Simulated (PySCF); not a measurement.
**C₆H₁₀Si: electronic excitations**

Wanted: the electronic excitations of C₆H₁₀Si (`C=C1C=C(C)[SiH2]C1`), by calculation.

Programs: PySCF 2.14.0, with density-fitted response routines of our own. Each step states its level of theory. These are calculated values for one molecule in the gas phase, unless marked as measured. Atoms are numbered from 0 throughout.

### 1 The starting structure

17 atoms, charge 0, multiplicity 1; geometry from: GFN2-xTB.

Bonds of the start (Å): C0–C1 1.33, C1–C2 1.45, C2–C3 1.34, C3–C4 1.49, C3–Si5 1.88, Si5–C6 1.90, C6–C1 1.51, C0–H7 1.08, C0–H8 1.08, C2–H9 1.08, C4–H10 1.09, C4–H11 1.09, C4–H12 1.09, Si5–H13 1.47, Si5–H14 1.47, C6–H15 1.09, C6–H16 1.09.

### 2 Ultraviolet spectrum: PBE0/def2-SVPD

What the job is given:

```
{"job": {"kind": "uv", "xc": "PBE0", "basis": "def2-SVPD", "nstates": 8, "ntriplets": 3}, "charge": 0, "multiplicity": 1}
C     -2.439504    -0.321707    -1.061285
C     -1.316411    -0.080155    -0.387921
C     -0.002926    -0.445213    -0.880019
C      1.065925    -0.155275    -0.122930
C      2.470910    -0.472982    -0.503408
Si     0.536671     0.699629     1.468408
C     -1.295641     0.601406     0.959584
H     -3.404210    -0.040039    -0.673569
H     -2.432992    -0.809217    -2.021946
H      0.070097    -0.939788    -1.840534
H      2.924020    -1.121881     0.246016
H      2.521904    -0.966624    -1.472935
H      3.063679     0.440834    -0.541825
H      1.041127     2.071475     1.595789
H      0.855272    -0.062121     2.681116
H     -1.764967     1.582091     0.880019
H     -1.899950     0.031598     1.665530
```

With the program's defaults for keys left out, this is: TDDFT PBE0/def2-SVPD, vertical, gas phase, core orbitals frozen in the response.

The run is started by

```bash
> OMP_NUM_THREADS=1 python probes_run.py task.json out
```

The driver reads the jobs from task.json and runs them one after another.

What will the session give for the following? lowest singlet (PBE0/def2-SVPD); lowest triplet; surface potential, 1st and 99th percentile. Wanted: lowest singlet; lowest triplet; surface potential, 1st and 99th percentile.

As calculated:

| quantity | value |
| --- | --- |
| lowest singlet (PBE0/def2-SVPD) | 5.36 eV (231 nm), f = 0.533 |
| lowest triplet | 3.06 eV |
| surface potential, 1st and 99th percentile | -0.68 V and 0.92 V |

The lowest singlet, at 5.36 eV, is HOMO→LUMO 0.95 and is bright. The lowest triplet lies 2.30 eV below the lowest singlet (triplets in Tamm-Dancoff, singlets in full TDDFT). At PBE0/def2-SVPD, counted by nearest atom on the grid, the HOMO lies on C0 29 %; C3 23 %, the LUMO on C3 26 %; C0, C2 about 17 % each.
